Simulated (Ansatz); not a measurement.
**CH₆GeO₂: up Jacob's ladder to CCSD(T)**

Aim: compute CH₆GeO₂ with functionals from several rungs and with coupled cluster. The yardstick is the atomisation energy at the CCSD(T) limit.

Program: Ansatz 0.2.0, Gaussian basis. Level of theory: functionals in def2-TZVPP, the program's frozen cores in correlated methods. These are calculated values, not measurements.

Levels to be run: LDA (SPW92), PBE-D4, revPBE-D4, BLYP-D4, r2SCAN-D4, B97M-V, PBE0-D4, B3LYP-D4, r2SCANh-D4, r2SCAN0-D4, HSE06-D4, BHLYP-D4, CAM-B3LYP-D4, LC-ωPBE, ωB97X-V, ωB97M-V, B2PLYP, PBE-QIDH; CCSD(T)/def2-SVP; CCSD(T)/def2-TZVPP; MP2/def2-QZVPP; extrapolation to the limit; RPA on PBE.

## Step 1: Structure used throughout

All runs share one geometry, relaxed beforehand with PBE0-D4 in a triple-zeta def2 set.

SMILES `C[O][GeH2][OH]`, 10 atoms, charge 0, spin multiplicity 1.

Atoms are counted from 1 here; the program's logs count them from 0.

Bond lengths: C1–O2 1.407 Å, C1–H5 1.098 Å, C1–H6 1.092 Å, C1–H7 1.099 Å, O2–Ge3 1.775 Å, Ge3–O4 1.764 Å, Ge3–H8 1.545 Å, Ge3–H9 1.534 Å, O4–H10 0.960 Å. Angles: O2–C1–H5 112.0°, O2–C1–H6 108.1°, O2–C1–H7 112.4°, H5–C1–H6 108.0°, H5–C1–H7 108.2°, H6–C1–H7 108.0°, C1–O2–Ge3 119.4°, O2–Ge3–O4 105.5°, O2–Ge3–H8 107.2°, O2–Ge3–H9 112.1°, O4–Ge3–H8 112.5°, O4–Ge3–H9 105.5°, H8–Ge3–H9 113.8°, Ge3–O4–H10 112.2°.

## Step 2: LDA

This LDA is Slater exchange with PW92 correlation.

Contents of in.yaml:

```yaml
crystal:
  periodic: [false, false, false]
  atoms:
    - {symbol: C, position_ang: [-0.634799, 1.506541, 0.015317]}
    - {symbol: O, position_ang: [-0.124527, 0.396278, -0.681600]}
    - {symbol: Ge, position_ang: [0.174512, -1.119268, 0.193650]}
    - {symbol: O, position_ang: [1.253133, -2.055892, -0.842035]}
    - {symbol: H, position_ang: [-1.692771, 1.377466, 0.277415]}
    - {symbol: H, position_ang: [-0.552513, 2.381611, -0.633492]}
    - {symbol: H, position_ang: [-0.076063, 1.714571, 0.938194]}
    - {symbol: H, position_ang: [0.826911, -0.746132, 1.543124]}
    - {symbol: H, position_ang: [-1.097394, -1.964958, 0.333717]}
    - {symbol: H, position_ang: [2.006711, -1.541316, -1.141391]}
basis:
  gaussian: {orbitals: def2-TZVPP}
hamiltonian: {xc: lda}
output: {orbitals: {seedname: orbitals}}
```

Further steps of the session: PBE-D4 (GGA); revPBE-D4 (GGA); BLYP-D4 (GGA); r2SCAN-D4 (meta-GGA); B97M-V (meta-GGA); PBE0-D4 (hybrid); B3LYP-D4 (hybrid); r2SCANh-D4 (hybrid); r2SCAN0-D4 (hybrid); HSE06-D4 (hybrid); BHLYP-D4 (hybrid); CAM-B3LYP-D4 (range-separated); LC-ωPBE-D4 (range-separated); ωB97X-V (range-separated); ωB97M-V (range-separated); B2PLYP (double hybrid); PBE-QIDH (double hybrid); CCSD(T) in def2-SVP; CCSD(T) in def2-TZVPP; MP2 in def2-QZVPP; RPA on PBE orbitals.

Before running them: what should the planned runs give, taken together? Wanted: atomisation energy, CCSD(T)/CBS; farthest beyond LDA; mean size of error, GGA; mean size of error, meta-GGA; mean size of error, hybrid; mean size of error, range-separated; mean size of error, double hybrid; gap, smallest and largest; T1 diagnostic.

**Answer**, as computed:

| quantity | value |
| --- | --- |
| atomisation energy, CCSD(T)/CBS | 3477.3 kJ/mol |
| functionals within 34.8 kJ/mol (1.0 %) | PBE-D4, r2SCAN-D4, B97M-V, CAM-B3LYP-D4, ωB97X-V, ωB97M-V |
| farthest beyond LDA | BHLYP-D4 (-149.1 kJ/mol) |
| mean size of error, GGA | 43.0 kJ/mol |
| mean size of error, meta-GGA | 13.1 kJ/mol |
| mean size of error, hybrid | 70.3 kJ/mol |
| mean size of error, range-separated | 21.2 kJ/mol |
| mean size of error, double hybrid | 58.7 kJ/mol |
| gap, smallest and largest | 5.75 eV (LDA (SPW92)), 13.36 eV (LC-ωPBE) |
| T1 diagnostic | 0.0117 |
| triples share of the correlation energy | 3.5 % |

In words: LDA overbinds by 503.5 kJ/mol (14 %). PBE-D4 misses by +19.3 kJ/mol. Double hybrids carry the basis error of their MP2 part in triple zeta, and no dispersion term here, so their miss is partly the set-up's. The rungs meta-GGA, range-separated miss on average by less than the doubt on the reference (34.8 kJ/mol), so they tie. Misses under about 34.8 kJ/mol are within the doubt on the reference itself, which lacks core-valence correlation, relativity and higher excitations, and its outer-core shells are covered unevenly. Hartree-Fock recovers 70 % of the binding; the rest is correlation. CCSD(T) in def2-SVP is off by -228.5 kJ/mol, more than most functionals: a good method in a small basis is no reference. Orbital gaps span 5.8 to 13.4 eV; exact exchange widens them. Correlated methods include outer-core shells of Ge, which these sets cover unevenly.
